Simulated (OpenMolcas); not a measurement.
**N⁺: RASSCF and RASPT2 terms and fine-structure levels**

Which level of N⁺ lies lowest, and where do the others fall? The reference wave functions come first, then spin-orbit coupling, then second-order correlation under several settings.

Method: state-averaged RASSCF and RASPT2, spin-orbit coupling by RASSI with atomic mean-field integrals. Code: OpenMolcas 26.06.

## Step 1: The atom as given

```
Species                           : N⁺ (nitrogen, Z = 7, 6 electrons)
Basis                             : ANO-RCC [8s7p4d3f2g], 88 functions
Scalar Hamiltonian                : DKH2, point nucleus
Inactive shells                   : 1s
Active space                      : 4 electrons in 9 orbitals (RAS2 2s 2p; RAS3 3d, at most 2 electrons)
Some configurations of this space : 2p4, 2s 2p3, 2s2 2p2
Orbitals                          : optimised for each spin and parity, averaged over the low roots
```

The outer shells:

2p4
```
2p [↑↓][↑ ][↑ ]
```

2s 2p3
```
2s [↑ ]
2p [↑ ][↑ ][↑ ]
```

2s2 2p2
```
2s [↑↓]
2p [↑ ][↑ ][  ]
```

The work runs as a chain of OpenMolcas steps in one folder; each step below is one input file. Labels, J, g values, rates, χT and fits are worked out afterwards by a script from the matrices that RASSI stores.

## Step 2: Basis and integrals

The input, a.inp:

```
&GATEWAY
Coord
1

N 0.0 0.0 0.0
Basis=ANO-RCC
Group=XYZ
NoMove
AngMom=0.0 0.0 0.0
AMFI
&SEWARD
```

On the command line:

```bash
$ OMP_NUM_THREADS=1 MOLCAS_MEM=2252 MOLCAS_PROJECT=a pymolcas a.inp > a.log
```

## Step 3: A small preliminary run for start orbitals

The input, a.inp:

```
&RASSCF
FileOrb=start.orb
Symmetry=1
Spin=3
nActEl=4 0 0
Inactive=1 0
Ras2=1 3
CIRoot=6 6 1
SDav=6
CIMx=300
Iter=120 100
PrWF=0.3
OrbListing=Nothing
MaxOrb=0
Atom
>>> COPY $Project.JobIph JOBPRE
```

## Step 4: RASSCF: triplets of even parity, 6 roots

The input, a.inp:

```
&RASSCF
FileOrb=start.orb
Symmetry=1
Spin=3
nActEl=4 0 2
Inactive=1 0
Ras2=1 3
Ras3=5 0
CIRoot=6 6 1
SDav=211
CIMx=300
Iter=120 100
PrWF=0.3
OrbListing=Nothing
MaxOrb=0
Thrs=2.0e-7 1.0e-1 5.0e-4
Atom
>>> COPY $Project.JobIph JOB001
```

## Step 5: Reference wave functions, singlets of even parity, 11 roots

The input, a.inp:

```
&RASSCF
FileOrb=start.orb
Symmetry=1
Spin=1
nActEl=4 0 2
Inactive=1 0
Ras2=1 3
Ras3=5 0
CIRoot=11 11 1
SDav=192
CIMx=300
Iter=120 100
PrWF=0.3
OrbListing=Nothing
MaxOrb=0
Thrs=2.0e-7 1.0e-1 5.0e-4
Atom
>>> COPY $Project.JobIph JOB002
```

## Step 6: RASSCF: quintets of odd parity, 1 root

The input, a.inp:

```
&RASSCF
FileOrb=start.orb
Symmetry=2
Spin=5
nActEl=4 0 2
Inactive=1 0
Ras2=1 3
Ras3=5 0
CIRoot=1 1 1
SDav=36
CIMx=300
Iter=120 100
PrWF=0.3
OrbListing=Nothing
MaxOrb=0
Thrs=2.0e-7 1.0e-1 5.0e-4
Atom
>>> COPY $Project.JobIph JOB003
```

## Step 7: RASSCF: triplets of odd parity, 9 roots

The input, a.inp:

```
&RASSCF
FileOrb=start.orb
Symmetry=2
Spin=3
nActEl=4 0 2
Inactive=1 0
Ras2=1 3
Ras3=5 0
CIRoot=9 9 1
SDav=174
CIMx=300
Iter=120 100
PrWF=0.3
OrbListing=Nothing
MaxOrb=0
Thrs=2.0e-7 1.0e-1 5.0e-4
Atom
>>> COPY $Project.JobIph JOB004
```

## Step 8: RASSCF: singlets of odd parity, 8 roots

The input, a.inp:

```
&RASSCF
FileOrb=start.orb
Symmetry=2
Spin=1
nActEl=4 0 2
Inactive=1 0
Ras2=1 3
Ras3=5 0
CIRoot=8 8 1
SDav=138
CIMx=300
Iter=120 100
PrWF=0.3
OrbListing=Nothing
MaxOrb=0
Thrs=2.0e-7 1.0e-1 5.0e-4
Atom
>>> COPY $Project.JobIph JOB005
```

## Step 9: RASSI: spin-orbit coupling between the states

The input, a.inp:

```
&RASSI
NrOfJobIphs=5 6 11 1 9 8
1 2 3 4 5 6
1 2 3 4 5 6 7 8 9 10 11
1
1 2 3 4 5 6 7 8 9
1 2 3 4 5 6 7 8
IphNames
JOB001
JOB002
JOB003
JOB004
JOB005
EJob
SpinOrbit
DIPRint=1.0
SOCoupling=1000.0
Subsets=2
MEES
Property=10
'ANGMOM' 1 'ANGMOM' 2 'ANGMOM' 3 'MLTPL  1' 1 'MLTPL  1' 2 'MLTPL  1' 3
'AMFI' 1 'AMFI' 2 'AMFI' 3 'MLTPL  2' 6
SOProperty=3
'ANGMOM' 1 'ANGMOM' 2 'ANGMOM' 3
```

## Step 10: CASPT2: IPEA 0.25, imaginary shift 0.1 (closed shells correlated: 1s)

The input, a.inp:

```
>>> COPY JOB001 $Project.JobIph
&CASPT2
Multistate=6 1 2 3 4 5 6
Frozen=0 0
IPEA=0.25
Imaginary=0.1
MaxIter=60
WThr=0.0 0.3 0.05
PrWF=0.5
NoMix
>>> COPY JOB002 $Project.JobIph
&CASPT2
Multistate=11 1 2 3 4 5 6 7 8 9 10 11
Frozen=0 0
IPEA=0.25
Imaginary=0.1
MaxIter=60
WThr=0.0 0.3 0.05
PrWF=0.5
NoMix
>>> COPY JOB003 $Project.JobIph
&CASPT2
Multistate=1 1
Frozen=0 0
IPEA=0.25
Imaginary=0.1
MaxIter=60
WThr=0.0 0.3 0.05
PrWF=0.5
NoMix
>>> COPY JOB004 $Project.JobIph
&CASPT2
Multistate=9 1 2 3 4 5 6 7 8 9
Frozen=0 0
IPEA=0.25
Imaginary=0.1
MaxIter=60
WThr=0.0 0.3 0.05
PrWF=0.5
NoMix
>>> COPY JOB005 $Project.JobIph
&CASPT2
Multistate=8 1 2 3 4 5 6 7 8
Frozen=0 0
IPEA=0.25
Imaginary=0.1
MaxIter=60
WThr=0.0 0.3 0.05
PrWF=0.5
NoMix
```

## Step 11: CASPT2: IPEA 0.25, imaginary shift 0.1 (closed shells correlated: none)

Edit a.inp of step 10 so:

```diff
@@ -3,3 +3,3 @@
 Multistate=6 1 2 3 4 5 6
-Frozen=0 0
+Frozen=1 0
 IPEA=0.25
@@ -13,3 +13,3 @@
 Multistate=11 1 2 3 4 5 6 7 8 9 10 11
-Frozen=0 0
+Frozen=1 0
 IPEA=0.25
@@ -23,3 +23,3 @@
 Multistate=1 1
-Frozen=0 0
+Frozen=1 0
 IPEA=0.25
@@ -33,3 +33,3 @@
 Multistate=9 1 2 3 4 5 6 7 8 9
-Frozen=0 0
+Frozen=1 0
 IPEA=0.25
@@ -43,3 +43,3 @@
 Multistate=8 1 2 3 4 5 6 7 8
-Frozen=0 0
+Frozen=1 0
 IPEA=0.25
```

(Steps that only read results are left out.)

What does the calculation give? Wanted: lowest level; first excited level; lowest level of another term; spin-orbit lowering of the lowest level; strongest of the lines computed, by gA, at RASSCF energies.

As calculated:

| quantity | value |
| --- | --- |
| method | SS-RASPT2, IPEA 0.25, imaginary shift 0.1 (closed shells correlated: 1s) |
| lowest level | 2s2 2p2 3P0, 100 % of that term |
| ground level listed by NIST | 3P0 |
| first excited level | 2s2 2p2 3P1 at 44.1 cm-1 |
| lowest level of another term | 2s2 2p2 1D2 at 15520 cm-1 |
| spin-orbit lowering of the lowest level | 87.8 cm-1 |
| strongest of the lines computed, by gA, at RASSCF energies | 2s 2p3 3S* 1 → 2s2 2p2 3P2, 62.19 nm, A = 6.41e+09 s⁻¹ |

What each method costs and misses:

```
                                             method  time of its own steps  time with the reference  mean absolute difference from the measured levels (cm-1)
                                          A. RASSCF                   38 s                     38 s                                                      3300
  B. SS-RASPT2, IPEA 0.25, imaginary shift 0.1, +1s                   33 s                     71 s                                                       490
C. SS-RASPT2, IPEA 0.25, imaginary shift 0.1, +none                   24 s                     62 s                                                       550
```

Times are of one thread on a shared host.

What this shows: The multiplet 3P is regular; its intervals divided by the larger J differ by 1 % of their mean, where Landé's rule for pure LS coupling makes them equal. Second-order correlation (method B) scales the levels of the lowest configuration above 5000 cm⁻¹ by 0.89. Method B lies closest to the measured levels (490 cm⁻¹ on average) and A farthest (3300). Only the configurations of the active space and the roots asked for are present. Not all states of the active space went into the spin-orbit step. CASPT2 does not keep the components of a term degenerate, and the means are used. The levels of the extra active shells were not computed. Levels of other configurations are missing from the list.
